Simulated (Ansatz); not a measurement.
What does this script print? It uses Ansatz's Python interface.

Contents of `c2h7ge2se.xyz`:
```text
12

C    -1.68080    1.29550   -0.79200
C    -1.56430    0.55920    0.30910
Ge   -0.88570   -1.23300    0.19460
Se    1.11070   -1.39790    1.43440
Ge    2.18740    0.08220   -0.04910
H    -2.05640    2.31190   -0.73680
H    -1.83820    0.97010    1.27520
H    -1.93480   -2.21530    0.77460
H    -0.60490   -1.59360   -1.28680
H     3.67450    0.23380    0.36060
H     2.10030   -0.47940   -1.49120
H     1.49210    1.46640    0.00730
```

The script, `run_spin.py`:
```python
# -*- coding: utf-8 -*-
import warnings

import ansatz as az

warnings.simplefilter("ignore", az.DeckWarning)

mol = az.Crystal.molecule_from_extxyz("c2h7ge2se.xyz")

job = mol.calculation()
job = job.basis(gaussian="cc-pVDZ")
job = job.functional("r2scan", dispersion="d4").scf(lower_state_search="off")
found = {}
for unpaired in [1, 3]:
    r = job.spin("collinear", total=unpaired).run(threads=1).report
    s = unpaired / 2
    found[unpaired] = r["free_energy_ev"]
    print(f"2S+1 = {unpaired + 1}: E = {found[unpaired]:.5f} eV, <S^2> = {abs(r['mean_field']['state']['spin_squared']):.3f} (pure state {s * (s + 1):.2f})")
lowest = min(found, key=found.get)
for unpaired, e in found.items():
    print(f"multiplicity {unpaired + 1}: {(e - found[lowest]):.3f} eV above the lowest")
```

```console
$ python run_spin.py
2S+1 = 2: E = -180567.76631 eV, <S^2> = 0.769 (pure state 0.75)
2S+1 = 4: E = -180563.85491 eV, <S^2> = 3.761 (pure state 3.75)
multiplicity 2: 0.000 eV above the lowest
multiplicity 4: 3.911 eV above the lowest
```

In order: multiplicity 2 (+0.00 eV) and multiplicity 4 (+3.91 eV), all at the one geometry.

Caveats:
- The settings weren't tested for convergence.
- The geometry is a force-field or estimated start, not a minimum of this method, and the basis set is short of its limit. All parts are taken at fixed geometry, without zero-point energy.
- The run takes the species as open-shell (spin multiplicity 2), which needn't be its ground state.
- Run time: 49 s on 1 thread of Arm Neoverse V1, on a shared host, peak memory 0.32 GiB.
